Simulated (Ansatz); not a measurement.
**CH3BrClFSi: up Jacob's ladder to CCSD(T)**

One table from this session's results is given with a row withheld; the runs are named, their logs left out.

Computed with Ansatz 0.2.0, Gaussian basis. Level: functionals in def2-TZVPP, the program's frozen cores in correlated methods.

Plan: PBE-D4, r2SCAN-D4, PBE0-D4, B3LYP-D4, ωB97X-V, ωB97M-V, B2PLYP; CCSD(T)/def2-TZVPP; MP2/def2-QZVPP; extrapolation to the limit.

## The relaxed structure

All runs share one geometry, relaxed beforehand with PBE0-D4 in a triple-zeta def2 set.

SMILES `F[SiH2]C(Cl)Br`, 8 atoms, charge 0, spin multiplicity 1.

Atoms are counted from 1 here; the program's logs count them from 0.

Bond lengths: F1–Si2 1.596 Å, Si2–C3 1.882 Å, Si2–H6 1.476 Å, Si2–H7 1.479 Å, C3–Cl4 1.761 Å, C3–Br5 1.950 Å, C3–H8 1.087 Å. Angles: F1–Si2–C3 108.9°, F1–Si2–H6 109.2°, F1–Si2–H7 108.2°, C3–Si2–H6 108.3°, C3–Si2–H7 108.6°, H6–Si2–H7 113.5°, Si2–C3–Cl4 111.9°, Si2–C3–Br5 103.7°, Si2–C3–H8 115.2°, Cl4–C3–Br5 112.5°, Cl4–C3–H8 107.9°, Br5–C3–H8 105.6°.

Set-up of the first run:

in.yaml

```yaml
crystal:
  periodic: [false, false, false]
  atoms:
    - {symbol: F, position_ang: [-1.231747, -0.297996, 1.725580]}
    - {symbol: Si, position_ang: [-0.167513, 0.463468, 0.811423]}
    - {symbol: C, position_ang: [0.200818, -0.591315, -0.703549]}
    - {symbol: Cl, position_ang: [-1.247851, -0.897455, -1.657682]}
    - {symbol: Br, position_ang: [1.530504, 0.448765, -1.679892]}
    - {symbol: H, position_ang: [-0.745186, 1.742796, 0.355640]}
    - {symbol: H, position_ang: [1.079987, 0.623346, 1.589246]}
    - {symbol: H, position_ang: [0.672988, -1.548709, -0.496566]}
basis:
  gaussian: {orbitals: def2-TZVPP}
hamiltonian: {xc: pbe, dispersion: d4}
output: {forces: true, orbitals: {seedname: orbitals}}
```

On the command line:

```
$ ansatz run in.yaml --threads 4 --pin off --events-out ev --progress --plain --max-ram 10444MiB
```

Steps of the session up to this table: PBE-D4 (GGA); r2SCAN-D4 (meta-GGA); PBE0-D4 (hybrid); B3LYP-D4 (hybrid); ωB97X-V (range-separated); ωB97M-V (range-separated); B2PLYP (double hybrid); CCSD(T) in def2-TZVPP; MP2 in def2-QZVPP.

One table of the session follows, with a row left open; its other results are not shown here.

```
            method  atomisation energy (kJ/mol)
            PBE-D4                       2666.6
         r2SCAN-D4                       2631.1
           PBE0-D4                       2614.4
          B3LYP-D4                       2594.8
           ωB97X-V                       2627.7
           ωB97M-V                       2622.2
            B2PLYP                            ?
     HF/def2-TZVPP                       1879.5
    MP2/def2-TZVPP                       2624.3
   CCSD/def2-TZVPP                       2497.7
CCSD(T)/def2-TZVPP                       2547.2
           MP2/CBS                       2711.9
       CCSD(T)/CBS                       2634.8
```

Estimate the missing values for B2PLYP.

The run gave: atomisation energy (kJ/mol): 2575.0. In the column «atomisation energy (kJ/mol)» it lies between CCSD(T)/def2-TZVPP (2547.2) and B3LYP-D4 (2594.8).
